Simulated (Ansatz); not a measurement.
# HSE06/def2-SVP run of Si2H4OF2 (SMILES O[SiH](F)[SiH2]F)

What is the energy change on altering one bond length of Si2H4OF2 at HSE06/def2-SVP? 

Program for the calculation: Ansatz 0.2.0.

69 further runs of the same task are left out: 69 set aside as unsound or not needed.

## (1) The molecule

The species is Si2H4OF2 (9 atoms), meant as a singlet with charge 0. As SMILES, `O[SiH](F)[SiH2]F`. Geometry: relaxed at PBE0-D4/def2-TZVP. This is one conformer, not always the lowest.

Bond lengths: O1–Si2 1.634 Å, Si2–F3 1.601 Å, Si2–Si4 2.358 Å, Si4–F5 1.612 Å, O1–H6 0.959 Å, Si2–H7 1.480 Å, Si4–H8 1.485 Å, Si4–H9 1.487 Å. Some angles: O1–Si2–F3 110.8°, O1–Si2–Si4 109.5°, F3–Si2–Si4 107.8°, Si2–Si4–F5 106.0°, O1–Si2–H7 106.2°, F3–Si2–H7 107.1°, Si4–Si2–H7 115.4°, Si2–O1–H6 118.4°, Si2–Si4–H8 114.0°, Si2–Si4–H9 111.6°.

## (2) A single-point energy at HSE06/def2-SVP

Input file in.yaml:

```yaml
crystal:
  periodic: [false, false, false]
  atoms:
    - {symbol: O, position_ang: [0.844300, 1.766700, -0.485000]}
    - {symbol: Si, position_ang: [0.969400, 0.137800, -0.453100]}
    - {symbol: F, position_ang: [0.986700, -0.459700, -1.938500]}
    - {symbol: Si, position_ang: [-0.894000, -0.772400, 0.668300]}
    - {symbol: F, position_ang: [-2.133900, 0.202600, 0.333800]}
    - {symbol: H, position_ang: [-0.014200, 2.154900, -0.665100]}
    - {symbol: H, position_ang: [2.284600, -0.163900, 0.153800]}
    - {symbol: H, position_ang: [-1.253000, -2.143900, 0.226600]}
    - {symbol: H, position_ang: [-0.701500, -0.768300, 2.142300]}
basis:
  gaussian: {orbitals: def2-SVP}
hamiltonian: {xc: {name: HSE06}}
accuracy: high
output: {orbitals: {seedname: orbitals}}
```

Command:

```console
$ ansatz run in.yaml --threads 1 --pin off --max-ram 3480MiB --events-out events.jsonl --progress --plain --runs-dir runs
```

The program printed:

```text
Warning: RAYON_NUM_THREADS=1 ignored (pool sized by the plan → 1); use --threads N
Functional definition: HSE06
  name "HSE06"
  parameter a = 0.25
  parameter omega = 0.11/bohr
  exchange = pbe_x - a*pbe_x_sr(omega) + a*exact_x_sr(omega)
  correlation = pbe_c
2049 factors; integrals over basis functions are off by at most 5.5e-9 eV
98 factors; integrals over basis functions are off by at most 1.7e-9 eV
mean field evaluation 1: about -23273.8738 eV, gradient 5.8e1 eV
mean field evaluation 2: about -23262.2061 eV, gradient 9.9e1 eV
mean field evaluation 4: about -23279.2264 eV, gradient 4.9e0 eV
mean field evaluation 8: about -23279.4701 eV, gradient 2.6e-1 eV
mean field evaluation 16: about -23279.4703 eV, gradient 4.2e-5 eV
mean field -23279.47026302 eV, -855.5047527743 hartree, gradient 3.6e-8 eV, S^2 0.000000; 0 other end points of the search recorded, 0 dependent functions left out
reference -23279.47026651 eV, -855.5047529026 hartree; 29, 29 occupied and 69, 69 virtual orbitals, 2049 factors
Total energy: -23279.47026651 eV, -855.5047529026 hartree
```

Run time: 11 s. Hardware: 1 thread of Arm Neoverse V1, shared host; peak memory 0.36 GiB.

## (3) The distorted shape, same level

Input file run.yaml:

```yaml
crystal:
  periodic: [false, false, false]
  atoms:
    - symbol: O
      position_ang: [0.647016, 1.811956, -0.576037]
    - symbol: Si
      position_ang: [0.772116, 0.183056, -0.544137]
    - symbol: F
      position_ang: [0.789416, -0.414444, -2.029537]
    - symbol: Si
      position_ang: [-1.091284, -0.727144, 0.577263]
    - symbol: F
      position_ang: [-2.331184, 0.247856, 0.242763]
    - symbol: H
      position_ang: [-0.211484, 2.200156, -0.756137]
    - symbol: H
      position_ang: [2.284600, -0.163900, 0.153800]
    - symbol: H
      position_ang: [-1.450284, -2.098644, 0.135563]
    - symbol: H
      position_ang: [-0.898784, -0.723044, 2.051263]
basis:
  gaussian: {orbitals: def2-SVP}
hamiltonian: {xc: {name: HSE06}}
accuracy: high
output: {orbitals: {seedname: orbitals}}
```

Command:

```console
$ ansatz run run.yaml --threads 1 --pin off --max-ram 3480MiB --events-out events.jsonl --progress --plain --runs-dir runs
```

The program printed, shortened:

```text
Warning: RAYON_NUM_THREADS=1 ignored (pool sized by the plan → 1); use --threads N
[... 6 set-up lines as earlier in the session ...]
2042 factors; integrals over basis functions are off by at most 7.4e-9 eV
99 factors; integrals over basis functions are off by at most 1.6e-9 eV
mean field evaluation 1: about -23273.5017 eV, gradient 5.8e1 eV
mean field evaluation 2: about -23261.3784 eV, gradient 1.0e2 eV
mean field evaluation 4: about -23278.9069 eV, gradient 5.1e0 eV
mean field evaluation 8: about -23279.1492 eV, gradient 2.7e-1 eV
mean field evaluation 16: about -23279.1494 eV, gradient 5.2e-5 eV
mean field -23279.14940707 eV, -855.4929615358 hartree, gradient 3.7e-8 eV, S^2 0.000000; 0 other end points of the search recorded, 0 dependent functions left out
reference -23279.14941058 eV, -855.4929616647 hartree; 29, 29 occupied and 69, 69 virtual orbitals, 2042 factors
Total energy: -23279.14941058 eV, -855.4929616647 hartree
```

Wall time 11 s (1 thread of Arm Neoverse V1, shared host); peak memory 0.36 GiB.

## (4) Summary of results

At HSE06/def2-SVP:

| quantity | value |
| --- | --- |
| first shape: total energy | -855.50475 Eh |
| first shape: HOMO energy | -7.75 eV |
| first shape: LUMO energy | -1.12 eV |
| first shape: HOMO–LUMO gap | 6.63 eV |
| distorted shape: total energy | -855.49296 Eh |
| distorted shape: HOMO energy | -7.73 eV |
| distorted shape: LUMO energy | -1.20 eV |
| distorted shape: HOMO–LUMO gap | 6.52 eV |
| energy change with the Si2–H7 bond stretched from 1.480 to 1.702 Å | 0.321 eV |

What this shows: With the Si2–H7 bond stretched from 1.480 to 1.702 Å the energy rises by 0.32 eV (7.4 kcal/mol). The first shape isn't relaxed at this level, so the change isn't measured from a minimum.
